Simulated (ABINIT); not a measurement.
RuRh:

```xyz
2
Lattice="2.7094 0.0000 0.0000 -1.3547 2.3464 0.0000 0.0000 0.0000 4.2984" Properties=species:S:1:pos:R:3 pbc="T T T"
Rh    1.3547    0.7821    0.0000
Ru    0.0000    0.0000    2.1492
```

The cell comes from a database or a generator and needn't be the stable form of this composition.

```yaml
Program: ABINIT 10.8.3 (patched build)
Task: relaxation of cell and atoms
Functional: BLYP
Potentials_or_basis: JTH PAW PBE v2.0
Cutoff: 517 eV
k_mesh: 11 × 11 × 6
Occupations: fermi-dirac, width 0.05 eV
Spin: no spin polarisation
```

At the start: pressure 19.6 GPa; volume 13.66 Å³/atom.

Q: How do energy, volume and symmetry change on relaxing?

A: Over 7 steps the energy falls by 55.4 meV/atom and the volume is 14.63 Å³/atom (+7.1 %); space group P-6m2 (No. 187, to 0.05 Å).

The path:
```
step  energy change (eV)  largest force (eV/Å)  pressure (GPa)  volume (Å³)
   1              0.0000                0.0000           19.61        27.33
   2             -0.1089                0.0000            2.22        29.00
   3             -0.1108                0.0000            0.23        29.23
   4             -0.1108                0.0000           -0.04        29.27
   5             -0.1109                0.0000           -0.08        29.27
   6             -0.1109                0.0000           -0.03        29.27
   7             -0.1109                0.0000            0.00        29.26
```

Final structure:
```cif
data_structure
_symmetry_space_group_name_H-M 'P 1'
_symmetry_Int_Tables_number 1
_cell_length_a 2.7755
_cell_length_b 2.7755
_cell_length_c 4.3864
_cell_angle_alpha 90.000
_cell_angle_beta 90.000
_cell_angle_gamma 120.000
_cell_volume 29.26
loop_
_atom_site_label
_atom_site_type_symbol
_atom_site_fract_x
_atom_site_fract_y
_atom_site_fract_z
_atom_site_occupancy
Rh1 Rh 0.66667 0.33333 0.00000 1
Ru1 Ru 0.00000 0.00000 0.50000 1
```

Caveat: the PAW data sets were made with another functional, which shifts forces and pressure a little.
